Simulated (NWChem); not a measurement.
# One shape, several levels: CH5ClSSi (SMILES C[SiH](S)Cl)

Aim: a comparison of 4 runs (HF/STO-3G, HF/3-21G, B3LYP/6-31G*) of CH5ClSSi. 

Program for the calculation: NWChem 7.3.0.

## (1) The structure to begin with

CH5ClSSi: 9 atoms, total charge 0, spin state singlet. SMILES: `C[SiH](S)Cl`. The coordinates come from a PBE0-D4/def2-TZVP relaxation. This is one conformer, not always the lowest.

Bond lengths: C1–Si2 1.855 Å, Si2–S3 2.127 Å, Si2–Cl4 2.062 Å, C1–H5 1.092 Å, C1–H6 1.092 Å, C1–H7 1.092 Å, Si2–H8 1.480 Å, S3–H9 1.344 Å. Some angles: C1–Si2–S3 112.6°, C1–Si2–Cl4 107.8°, S3–Si2–Cl4 111.5°, C1–Si2–H8 113.1°, S3–Si2–H8 104.3°, Cl4–Si2–H8 107.4°, Si2–C1–H5 110.1°, Si2–C1–H6 110.6°, Si2–C1–H7 110.2°, Si2–S3–H9 94.4°.

## (2) Energy and gradient at HF/STO-3G (run 1)

The input, test.xyz:

```xyz
9
CH5ClSSi gradient
C     -0.274200     1.016100    -0.538000
Si     0.059000    -0.772900    -0.179600
S      1.538300    -1.045300     1.324800
Cl    -1.729000    -1.652100     0.352100
H      0.644700     1.511900    -0.858200
H     -0.651800     1.523200     0.352700
H     -1.023000     1.110000    -1.327900
H      0.585300    -1.511200    -1.349400
H      0.939300    -0.226000     2.206500
```

The input, test.nw:

```
start test
title "CH5ClSSi gradient"
memory stack 880 mb heap 220 mb global 1100 mb
charge 0

geometry noautosym nocenter noautoz
   load format xyz test.xyz
end

basis spherical bse
   * library STO-3G
end

scf
   thresh 1e-08
   maxiter 80
   print low
end

task scf gradient
```

The run is started by

```bash
$ nwchem test.nw > test.out
```

Standard output:

```text
[...]
  functions       =    37
[...]
  wavefunction    = RHF
[...]
         Total SCF energy =  -1173.774520697034
      One-electron energy =  -2174.652743789838
      Two-electron energy =    727.180042030456
 Nuclear repulsion energy =    273.698181062347
        Time for solution =      1.6s
[...]
                         RHF ENERGY GRADIENTS
    atom               coordinates                        gradient
                 x          y          z           x          y          z
   1 C      -0.518163   1.920151  -1.016673    0.003941  -0.005974   0.001607
   2 Si      0.111494  -1.460569  -0.339395   -0.041911   0.015440   0.018465
   3 S       2.906965  -1.975331   2.503509    0.016802  -0.010411  -0.001652
   4 Cl     -3.267336  -3.122016   0.665373    0.015118   0.007365  -0.004264
   5 H       1.218306   2.857077  -1.621763    0.008214   0.002384  -0.001813
   6 H      -1.231723   2.878431   0.666506   -0.003226   0.002277   0.008249
   7 H      -1.933190   2.097596  -2.509367   -0.006915  -0.001772  -0.006079
   8 H       1.106057  -2.855754  -2.549996    0.014916  -0.016360  -0.019842
   9 H       1.775020  -0.427078   4.169680   -0.006940   0.007052   0.005329
 Task  times  cpu:        2.5s     wall:        2.5s
[...]
```

Wall time 3.3 s (1 thread of Intel Xeon 6975P-C (Granite Rapids), shared host); peak memory 0.096 GiB.

## (3) Energy and gradient at HF/3-21G (run 2)

The input, run.nw:

```
start run
title "CH5ClSSi"
memory stack 880 mb heap 220 mb global 1100 mb

geometry units angstroms noautosym nocenter noautoz
  C       -0.274200       1.016100      -0.538000
  Si       0.059000      -0.772900      -0.179600
  S        1.538300      -1.045300       1.324800
  Cl      -1.729000      -1.652100       0.352100
  H        0.644700       1.511900      -0.858200
  H       -0.651800       1.523200       0.352700
  H       -1.023000       1.110000      -1.327900
  H        0.585300      -1.511200      -1.349400
  H        0.939300      -0.226000       2.206500
end

basis spherical bse
  * library 3-21G
end

scf
  singlet
  rhf
  thresh 1e-08
  maxiter 80
end

task scf gradient
```

The run is started by

```bash
$ nwchem run.nw > run.out
```

Standard output:

```text
[...]
  functions       =    58
[...]
  wavefunction    = RHF
[...]
         Total SCF energy =  -1180.883984614534
      One-electron energy =  -2177.954483050258
      Two-electron energy =    723.372317373377
 Nuclear repulsion energy =    273.698181062347
        Time for solution =      1.8s
[...]
                         RHF ENERGY GRADIENTS
    atom               coordinates                        gradient
                 x          y          z           x          y          z
   1 C      -0.518163   1.920151  -1.016673    0.003000  -0.017271   0.001508
   2 Si      0.111494  -1.460569  -0.339395   -0.021683  -0.000904   0.040270
   3 S       2.906965  -1.975331   2.503509   -0.016733   0.001060  -0.019408
   4 Cl     -3.267336  -3.122016   0.665373    0.038298   0.018713  -0.011309
   5 H       1.218306   2.857077  -1.621763    0.004972   0.001322  -0.001170
   6 H      -1.231723   2.878431   0.666506   -0.001332   0.000319   0.005064
   7 H      -1.933190   2.097596  -2.509367   -0.003894  -0.000762  -0.003847
   8 H       1.106057  -2.855754  -2.549996    0.001836  -0.001052  -0.001671
   9 H       1.775020  -0.427078   4.169680   -0.004466  -0.001425  -0.009438
[...]
```

It took 3.6 s on 1 thread of Intel Xeon 6975P-C (Granite Rapids), shared host; peak memory 0.096 GiB.

Run 3 isn't shown in full; the table further down has it.

## (4) Energy and gradient at B3LYP/6-31G(d) (Cartesian functions) (run 4)

The input, mymol.nw:

```
start mymol
title "CH5ClSSi"
memory stack 880 mb heap 220 mb global 1100 mb

geometry units angstroms noautosym nocenter noautoz
C       -0.274200       1.016100      -0.538000
Si       0.059000      -0.772900      -0.179600
S        1.538300      -1.045300       1.324800
Cl      -1.729000      -1.652100       0.352100
H        0.644700       1.511900      -0.858200
H       -0.651800       1.523200       0.352700
H       -1.023000       1.110000      -1.327900
H        0.585300      -1.511200      -1.349400
H        0.939300      -0.226000       2.206500
end

basis cartesian
C library 6-31G*
Si library 6-31G*
S library 6-31G*
Cl library 6-31G*
H library 6-31G*
end

dft
xc b3lyp
grid xfine
convergence energy 1e-08
maxiter 100
mulliken
print medium
end

task dft gradient
```

The run is started by

```bash
$ nwchem mymol.nw > mymol.out
```

Standard output:

```text
[...]
          Wavefunction type:  closed shell.
          No. of atoms     :     9
          No. of electrons :    58
[...]
          Charge           :     0
          Spin multiplicity:     1
[...]
          AO basis - number of functions:    82
[...]
              XC Information
              --------------
                         B3LYP Method XC Potential
                     Hartree-Fock (Exact) Exchange  0.200
                        Slater Exchange Functional  0.800 local
                    Becke 1988 Exchange Functional  0.720 non-local
              Lee-Yang-Parr Correlation Functional  0.810
                  VWN I RPA Correlation Functional  0.190 local
[...]
 d= 0,ls=0.0,diis     1  -1189.0276537637 -1.46D+03  1.39D-02  6.55D-01     3.2
[...]
 d= 0,ls=0.0,diis     8  -1189.0854235726 -2.64D-09  4.32D-06  1.06D-07    21.1
         Total DFT energy =    -1189.085423572648
      One electron energy =    -2186.209131927978
           Coulomb energy =      805.678213535145
    Exchange-Corr. energy =      -82.252686242163
 Nuclear repulsion energy =      273.698181062347
[...]
      Total Density - Mulliken Population Analysis
     ---------------------------------------------
    Atom       Charge   Shell Charges
 -----------   ------   -------------------------------------------------------
    1 C    6     6.65   1.99  0.67  2.14  0.67  1.15  0.02
    2 Si  14    13.50   2.00  1.99  5.96  1.05  1.81  0.16  0.31  0.21
    3 S   16    16.24   2.00  1.99  5.97  1.40  3.10  0.53  1.24  0.02
    4 Cl  17    17.24   2.00  1.99  5.97  1.45  3.65  0.56  1.65 -0.03
    5 H    1     0.81   0.52  0.29
    6 H    1     0.81   0.52  0.30
    7 H    1     0.81   0.52  0.29
    8 H    1     1.04   0.51  0.53
    9 H    1     0.89   0.50  0.39
[...]
  wavefunction    = closed shell
                         DFT ENERGY GRADIENTS
    atom               coordinates                        gradient
                 x          y          z           x          y          z
   1 C      -0.518163   1.920151  -1.016673    0.000561  -0.003043   0.000379
   2 Si      0.111494  -1.460569  -0.339395   -0.004475   0.002962   0.007179
   3 S       2.906965  -1.975331   2.503509   -0.006260   0.002243  -0.002766
   4 Cl     -3.267336  -3.122016   0.665373    0.009281   0.004454  -0.002214
   5 H       1.218306   2.857077  -1.621763   -0.001367  -0.001661   0.000841
   6 H      -1.231723   2.878431   0.666506    0.000876  -0.001967  -0.001139
   7 H      -1.933190   2.097596  -2.509367    0.001283  -0.001026   0.001442
   8 H       1.106057  -2.855754  -2.549996   -0.000179   0.000109   0.000264
   9 H       1.775020  -0.427078   4.169680    0.000280  -0.002071  -0.003986
[...]
```

Wall time 31 s (1 thread of Intel Xeon 6975P-C (Granite Rapids), shared host); peak memory 0.14 GiB.

## (5) The series

```csv
run,level,iteration cap,module,energy (Eh),largest force (eV/Å),wall time
1,HF/STO-3G,80,scf,-1173.774521,2.485,3.3 s
2,HF/3-21G,80,scf,-1180.883985,2.352,3.6 s
3,B3LYP/6-31G* (spherical functions),100,dft,-1189.076845,0.532,30 s
4,B3LYP/6-31G* (Cartesian functions),100,dft,-1189.085424,0.541,31 s
```

## (6) What came out

| quantity | value |
| --- | --- |
| run 4: total energy | -1189.08542 Eh |
| run 4: dipole moment | 2.37 D |
| run 4: HOMO energy | -7.37 eV |
| run 4: LUMO energy | 0.30 eV |
| run 4: HOMO–LUMO gap | 7.68 eV |
| run 4: largest force on an atom | 0.541 eV/Å |

In run 1 the basis is minimal, so the values are rough. All runs together took 68 s, the longest 31 s.
